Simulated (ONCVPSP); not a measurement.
# Pseudopotential generation for Rh: ONCV, PBE

Task: generate the file, and judge it by its errors in other configurations, its logarithmic derivatives, its ghosts and its cutoff.

The numbers are computed with ONCVPSP 4.0.1 (PBE, scalar-relativistic, spin-unpolarised reference atom).

## Step 1: Starting point

The settings as typed:

```
element                 : rhodium (Rh, Z = 45)
type                    : optimised norm-conserving Vanderbilt (ONCV)
frozen core             : [Ar] 3d10
valence charge          : 17
reference configuration : 4s2 4p6 4d8 (charge +1)
partial waves           : 4s: rc 1.55 bohr, ncon 5, nbas 8, qcut 8.7 1/bohr, 1 projector; 4p: rc 1.20 bohr, ncon 5, nbas 9, qcut 6.2 1/bohr, 2 projectors, debl 1.8 Ha; 4d: rc 1.65 bohr, ncon 5, nbas 9, qcut 11.5 1/bohr, 3 projectors, debl 0.9 Ha
local potential         : polynomial inside 0.80 bohr (lpopt 5, dvloc0 6 Ha)
core correction         : Teter function, fcfact 4, rcfact 1.6
```

An earlier all-electron run gives the scale for the radii.

All-electron outer shells of the reference configuration (PBE, scalar-relativistic, ld1.x):

```
shell  level (eV)  outermost node (bohr)  outermost maximum (bohr)
   4s      -90.19                   0.47                      0.88
   4p      -58.15                   0.47                      0.94
   4d      -13.58                   0.46                      1.14
   5s      -10.78                   1.19                      2.51
   5p       -6.19                   1.34                      3.22
```

## Step 2: The generation run

Contents of Rh.dat:

```
# ATOM AND REFERENCE CONFIGURATION
# atsym  z   nc   nv     iexc    psfile
  Rh 45.00    6    3        4      upf
#
#   n    l    f
    1    0    2.00
    2    0    2.00
    2    1    6.00
    3    0    2.00
    3    1    6.00
    3    2   10.00
    4    0    2.00
    4    1    6.00
    4    2    8.00
#
# PSEUDOPOTENTIAL AND OPTIMIZATION
# lmax
    2
#
#   l,   rc,      ep,       ncon, nbas, qcut
    0    1.55    0.00    5    8    8.70
    1    1.20    0.00    5    9    6.20
    2    1.65    0.00    5    9   11.50
#
# LOCAL POTENTIAL
# lloc, lpopt,  rc(5),   dvloc0
    4    5    0.80    6.00
#
# VANDERBILT-KLEINMAN-BYLANDER PROJECTORs
# l, nproj, debl
    0    1    2.80
    1    2    1.80
    2    3    0.90
#
# MODEL CORE CHARGE
# icmod, fcfact, rcfact
    3    4.00    1.60
#
# LOG DERIVATIVE ANALYSIS
# epsh1, epsh2, depsh
   -5.00    5.00    0.04
#
# OUTPUT GRID
# rlmax, drl
    6.00    0.01
#
# TEST CONFIGURATIONS
# ncnf
    4
# nvcnf
#   n    l    f
    4
    4    0    2.00
    4    1    6.00
    4    2    8.00
    5    0    1.00
#
    3
    4    0    2.00
    4    1    6.00
    4    2    7.00
#
    3
    4    0    2.00
    4    1    6.00
    4    2    6.00
#
    4
    4    0    2.00
    4    1    6.00
    4    2    8.00
    5    0    0.50
#
```

The run is started by

```
$ oncvpsp.x < Rh.dat > Rh.out
```

What does the calculation give? Wanted: cutoffs for 1 and 0.1 mHa per electron, occupied waves; bound ghosts; GHOST(+) flags; largest test error; largest phase difference near zero energy, channels read; rms error of d²Exc/dn², without and with the model core; projector energies reset by the program.

**Answer**, as computed:

| quantity | value |
| --- | --- |
| cutoffs for 1 and 0.1 mHa per electron, occupied waves | 151 Ha and 182 Ha |
| bound ghosts | none below the valence levels; a pole at negative energy in s is suspect |
| GHOST(+) flags | s at -38 eV |
| largest test error (AE − PS) | -1.2 meV, for 4s2 4p6 4d6 (2 tests unsolved) |
| largest phase difference near zero energy, channels read | 3.029 rad |
| rms error of d²Exc/dn², without and with the model core | 2.52 and 3.08 mHa |
| projector energies reset by the program | p: -2.137, 0.250 Ha |

What this shows: By total energies transferability is very good where solved: the largest error is 1.2 meV on 52.0 eV, for 4s2 4p6 4d6. Of the tests 2 gave no usable energy difference, which is a warning in itself. The potential is very hard: the looser tolerance needs 151 Ha. At the looser tolerance the 4p wave is the slowest; 4s needs 29 Ha. The ghost test, which looks below the valence levels, finds nothing, but the pseudo curve has an extra pole at negative energy (s at -1.28 Ha): a spurious bound state among the atom's levels is likely, and the file can't be cleared. Near zero energy the largest phase difference among the channels read is 3.03 rad, in the s channel. A step near π is an extra or missing state, not a misfit of shape. The pseudo curves have a pole with no partner nearby in the atom's: s at -1.28 Ha. The program also flags highly localised states, GHOST(+) (s). All of this concerns the isolated atom, not yet a solid.
